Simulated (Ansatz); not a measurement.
# BFH6OSi2: up Jacob's ladder to CCSD(T)

The task here is to estimate one member of a computed series from the others.

Method: functionals in def2-TZVPP, the program's frozen cores in correlated methods; program: Ansatz 0.2.0, Gaussian basis.

Plan: PBE-D4, r2SCAN-D4, PBE0-D4, B3LYP-D4, ωB97X-V, ωB97M-V, B2PLYP; CCSD(T)/def2-TZVPP; MP2/def2-QZVPP; extrapolation to the limit.

## Structure used throughout

The geometry comes from an earlier relaxation with PBE0-D4 in a triple-zeta def2 set; it is a stationary point, not always the lowest conformer.

11 atoms, charge 0, spin multiplicity 1.

Atoms are counted from 1 here; the program's logs count them from 0.

Bond lengths: B1–Si2 2.003 Å, B1–H6 1.195 Å, B1–H7 1.195 Å, Si2–O3 1.644 Å, Si2–F4 1.610 Å, Si2–Si5 2.365 Å, O3–H8 0.959 Å, Si5–H9 1.488 Å, Si5–H10 1.491 Å, Si5–H11 1.487 Å. Angles: Si2–B1–H6 121.4°, Si2–B1–H7 120.2°, H6–B1–H7 118.1°, B1–Si2–O3 109.3°, B1–Si2–F4 112.3°, B1–Si2–Si5 110.3°, O3–Si2–F4 108.4°, O3–Si2–Si5 111.1°, F4–Si2–Si5 105.4°, Si2–O3–H8 118.0°, Si2–Si5–H9 110.4°, Si2–Si5–H10 109.1°, Si2–Si5–H11 111.4°, H9–Si5–H10 108.4°, H9–Si5–H11 108.7°, H10–Si5–H11 108.8°.

Set-up of the first run:

The input, in.yaml:

```yaml
crystal:
  periodic: [false, false, false]
  atoms:
    - {symbol: B, position_ang: [-1.990999, 0.353873, 0.433565]}
    - {symbol: Si, position_ang: [-0.308264, -0.676792, 0.089336]}
    - {symbol: O, position_ang: [0.168458, -1.415449, 1.478055]}
    - {symbol: F, position_ang: [-0.501403, -1.803024, -1.045537]}
    - {symbol: Si, position_ang: [1.381630, 0.759555, -0.732591]}
    - {symbol: H, position_ang: [-2.833647, 0.468178, -0.405797]}
    - {symbol: H, position_ang: [-2.122106, 0.967980, 1.450030]}
    - {symbol: H, position_ang: [0.989617, -1.910536, 1.466391]}
    - {symbol: H, position_ang: [1.577046, 1.911064, 0.189776]}
    - {symbol: H, position_ang: [2.664072, 0.004667, -0.820313]}
    - {symbol: H, position_ang: [1.040898, 1.283584, -2.082315]}
basis:
  gaussian: {orbitals: def2-TZVPP}
hamiltonian: {xc: pbe, dispersion: d4}
output: {forces: true, orbitals: {seedname: orbitals}}
```

On the command line:

```sh
$ ansatz run in.yaml --threads 4 --pin off --events-out ev --progress --plain --max-ram 10444MiB
```

Among the steps run: PBE-D4 (GGA); r2SCAN-D4 (meta-GGA); PBE0-D4 (hybrid); B3LYP-D4 (hybrid); ωB97X-V (range-separated); ωB97M-V (range-separated); B2PLYP (double hybrid); CCSD(T) in def2-TZVPP; MP2 in def2-QZVPP.

One of the session's tables, all rows but one given; the rest of the session is left out.

It belongs to the step «Atomisation energies». 

```
            method  atomisation energy (eV)
            PBE-D4                   38.958
         r2SCAN-D4                   38.975
           PBE0-D4                   38.465
          B3LYP-D4                   38.812
           ωB97X-V                   39.115
           ωB97M-V                   38.912
            B2PLYP                   38.399
     HF/def2-TZVPP                        ?
    MP2/def2-TZVPP                   38.368
   CCSD/def2-TZVPP                   37.416
CCSD(T)/def2-TZVPP                   37.856
           MP2/CBS                   39.449
       CCSD(T)/CBS                   38.936
```

Estimate the missing values for HF/def2-TZVPP.

As computed: atomisation energy (eV): 29.290. In the column «atomisation energy (eV)» it is the lowest.

Limits of these values: Free atoms (1 B, 2 Si, 1 O, 1 F, 6 H) were run apart at each level; the atomisation energy is their sum less the molecule, without zero-point or spin-orbit terms.
